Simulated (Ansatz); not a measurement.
# Ba2Na2Pb: the cost of one run

Computed with Ansatz 0.2.0 (DFT PBE, scalar-relativistic, plane waves, PAW, unless a step's input says otherwise).

### Step 1. The system as given

It takes space group P-3m1 (No. 164, trigonal). Conventional cell: a = 4.943 Å, b = 4.943 Å, c = 7.755 Å, α = 90.00°, β = 90.00°, γ = 120.00°. Na (site symmetry 3m) is surrounded by 4 Ba at 2.95 to 2.98 Å and 3 Pb at 3.49 Å. Ba (site symmetry 3m) has 4 Na at 2.95 to 2.98 Å in its first shell of neighbours. Pb (site symmetry -3m) is surrounded by 6 Na at 3.49 Å and 6 Ba at 3.97 Å.

Structure file:

```
Na Ba Pb
1.0
     4.94317    0.00000    0.00000
    -2.47158    4.28091    0.00000
     0.00000    0.00000    7.75470
Na Ba Pb
2 2 1
Direct
  0.33333 0.66667 0.25990
  0.66667 0.33333 0.74010
  0.33333 0.66667 0.64440
  0.66667 0.33333 0.35560
  0.00000 0.00000 0.00000
```

(A quick probe on a coarse mesh, which set the mesh and smearing, is not shown.)

### Step 3. Coarse relaxation

input.yaml

```yaml
crystal:
  lattice:
    - [4.9431653449, 0.0, 0.0]
    - [-2.4715826725, 4.2809067638, 0.0]
    - [0.0, 0.0, 7.7546983584]
  atoms:
    - { symbol: Na, position: [0.3333333333, 0.6666666667, 0.2599] }
    - { symbol: Na, position: [0.6666666667, 0.3333333333, 0.7401] }
    - { symbol: Ba, position: [0.3333333333, 0.6666666667, 0.6444] }
    - { symbol: Ba, position: [0.6666666667, 0.3333333333, 0.3556] }
    - { symbol: Pb, position: [0.0, 0.0, 0.0] }
basis:
  ecutwfc: 420
kpoints:
  mp_grid: { grid: [6, 6, 2] }
hamiltonian:
  xc: pbe
scf:
  occupations: { method: gaussian, width: 0.1 }
  lower_state_search: "off"
output:
  forces: true
  stress: true
  eigenvalues: true
relax:
  adjacent_minimum: "off"
  f_tol: 0.04
  max_steps: 70
  cell: { stress_tol: 0.4 }
```

Launch:

```console
ansatz run input.yaml --threads 1 --pin off --max-ram 2560MiB --backend cpu --events-out ev --progress --plain --runs-dir out
```

Q: Estimate wall time and peak memory on 1 thread of Arm Neoverse V2, shared host.

About 59 s, with a peak of 0.49 GiB.
